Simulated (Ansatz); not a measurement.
# CH2GaNO: basis-set convergence

One table from this session's results is given with a row withheld; the runs are named, their logs left out.

Computed with Ansatz 0.2.0, Gaussian basis. Level: one geometry, several basis sets.

Levels to be run: PBE0-D4/def2-SVP; ωB97M-V/def2-SVP; PBE0-D4/def2-QZVPP; ωB97M-V/def2-QZVPP; the functionals' def2-TZVPP values are taken from earlier runs.

### The relaxed structure

The geometry comes from an earlier relaxation with PBE0-D4 in a triple-zeta def2 set; it is a stationary point.

SMILES `N#C[O][GaH2]`, 6 atoms, charge 0, spin multiplicity 1.

Atoms are counted from 1 here; the program's logs count them from 0.

Bond lengths: N1–C2 1.158 Å, C2–O3 1.271 Å, O3–Ga4 1.846 Å, Ga4–H5 1.548 Å, Ga4–H6 1.545 Å. Angles: N1–C2–O3 178.8°, C2–O3–Ga4 123.7°, O3–Ga4–H5 113.3°, O3–Ga4–H6 108.8°, H5–Ga4–H6 137.9°.

Set-up of the first run:

The input, in.yaml:

```yaml
crystal:
  periodic: [false, false, false]
  atoms:
    - {symbol: N, position_ang: [1.613525, -2.038059, 0.199124]}
    - {symbol: C, position_ang: [0.882534, -1.194340, 0.505838]}
    - {symbol: O, position_ang: [0.082266, -0.275895, 0.867796]}
    - {symbol: Ga, position_ang: [-0.696644, 0.922925, -0.300423]}
    - {symbol: H, position_ang: [-0.278998, 0.701107, -1.773949]}
    - {symbol: H, position_ang: [-1.602703, 1.884272, 0.501614]}
basis:
  gaussian: {orbitals: def2-SVP}
hamiltonian: {xc: pbe0, dispersion: d4}
output: {orbitals: {seedname: orbitals}}
```

On the command line:

```
ansatz run in.yaml --threads 2 --pin off --events-out ev --progress --plain --max-ram 4352MiB
```

Steps of the session up to this table: PBE0-D4 in def2-SVP; ωB97M-V in def2-SVP; PBE0-D4 in def2-QZVPP; ωB97M-V in def2-QZVPP.

One table of the session follows, with a row left open; its other results are not shown here.

It belongs to the step «Functionals by basis». 

```
functional       basis  HOMO (eV)  LUMO (eV)
   PBE0-D4    def2-SVP          ?          ?
   PBE0-D4  def2-TZVPP      -8.22      -2.39
   PBE0-D4  def2-QZVPP      -8.25      -2.42
   ωB97M-V    def2-SVP     -10.38      -0.57
   ωB97M-V  def2-TZVPP     -10.52      -0.67
   ωB97M-V  def2-QZVPP     -10.55      -0.79
```

**Question.** Estimate the row for PBE0-D4, def2-SVP.

As computed: HOMO (eV): -8.11; LUMO (eV): -2.33. In the column «HOMO (eV)» it is the highest.
